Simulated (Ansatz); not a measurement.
# WCl2F2: properties of a relaxed candidate

This session takes a relaxed cell of WCl2F2 and sets out to compute bands, density of states and charges.

Computed with Ansatz 0.2.0 (DFT PBE, scalar-relativistic, plane waves, PAW, unless a step's input says otherwise).

1 further run of the same task is left out (it didn't finish).

### 1 The starting structure

Symmetry: I4/mmm, No. 139, tetragonal system. The conventional cell has a = 3.046 Å, b = 3.046 Å, c = 15.269 Å, α = 90.00°, β = 90.00°, γ = 90.00°. W (site symmetry 4/mmm) is surrounded by 8 Cl at 2.61 Å. Around Cl (site symmetry 4mm) lie 4 W at 2.61 Å. Around F (site symmetry -4m2) lie 4 F at 2.15 Å.

Coordinates:

```
CELL_PARAMETERS angstrom
-1.52286 1.52286 7.63466
1.52286 -1.52286 7.63466
1.52286 1.52286 -7.63466
ATOMIC_POSITIONS crystal
W 0.00000 0.00000 0.00000
Cl 0.40303 0.40303 0.00000
Cl 0.59697 0.59697 0.00000
F 0.75000 0.25000 0.50000
F 0.25000 0.75000 0.50000
```

The cell was relaxed beforehand at this level, from a database cell with other species swapped in; it is a trial structure. At a tolerance of 0.05 Å it has space group I4/mmm (No. 139); it has 14.16 Å³/atom, an uncorrected energy of +0.10 eV/atom over the elements.

### 2 Static run: bands, density of states and charges

The input, input.yaml:

```yaml
crystal:
  lattice:
    - [-1.5228612424, 1.5228612424, 7.6346628182]
    - [1.5228612424, -1.5228612424, 7.6346628182]
    - [1.5228612424, 1.5228612424, -7.6346628182]
  atoms:
    - { symbol: W, position: [0.0, 0.0, 0.0] }
    - { symbol: Cl, position: [0.403029654, 0.403029654, 0.0] }
    - { symbol: Cl, position: [0.596970346, 0.596970346, 0.0] }
    - { symbol: F, position: [0.75, 0.25, 0.5], spin: -0.73 }
    - { symbol: F, position: [0.25, 0.75, 0.5], spin: -0.73 }
basis:
  ecutwfc: 420
kpoints:
  mp_grid: { grid: [18, 18, 18] }
  band_path:
    path:
      - [[0.0, 0.0, 0.0], [0.0, 0.0, 0.5], [0.25, 0.25, 0.25], [0.0, 0.5, 0.0], [0.0, 0.0, 0.0], [0.5, 0.5, -0.5], [0.25994674, 0.74005326, -0.25994674]]
      - [[-0.25994674, 0.25994674, 0.25994674], [0.0, 0.0, 0.0]]
      - [[0.0, 0.0, 0.5], [-0.01989349, 0.01989349, 0.5]]
      - [[0.5, 0.5, -0.01989349], [0.5, 0.5, -0.5]]
    npoints: 14
hamiltonian:
  xc: pbe
scf:
  occupations: { method: gaussian, width: 0.1 }
  n_extra_bands: 12
output:
  forces: true
  stress: true
  eigenvalues: true
  populations: true
  dos: { projected: true, de: 0.02, nscf_kmesh: { grid: [22, 22, 22] } }
  bader: true
  write_density: true
  write_potential: true
  elf: true
  volumetric_format: npy
magnetization:
  spin_polarized: true
checkpoint:
  read: start.run
  write: ck
  compress: false
  write_wavefunctions: false
  write_every: 100000
```

Started as:

```bash
$ ansatz run input.yaml --threads 1 --pin off --max-ram 2560MiB --backend cpu --events-out ev --progress --plain --runs-dir out
```

**Question.** What will these runs give? Wanted: gap; states at the Fermi level; Bader charges.

The runs gave:

| quantity | value |
| --- | --- |
| gap | none (metal) |
| states at the Fermi level | 2.64 per eV per cell |
| Bader charges | W +1.32, Cl -0.39, F -0.27 e |

What this shows: It comes out metallic. Of the projected weight within 0.25 eV of the Fermi level, the largest part is W 5d (60 %) and F 2p (30 %). Bader charges reach 1.3 e, so charge transfer in this metal is strong. Spin-orbit coupling is left out, which matters for the bands of W. Other magnetic orders were not searched.
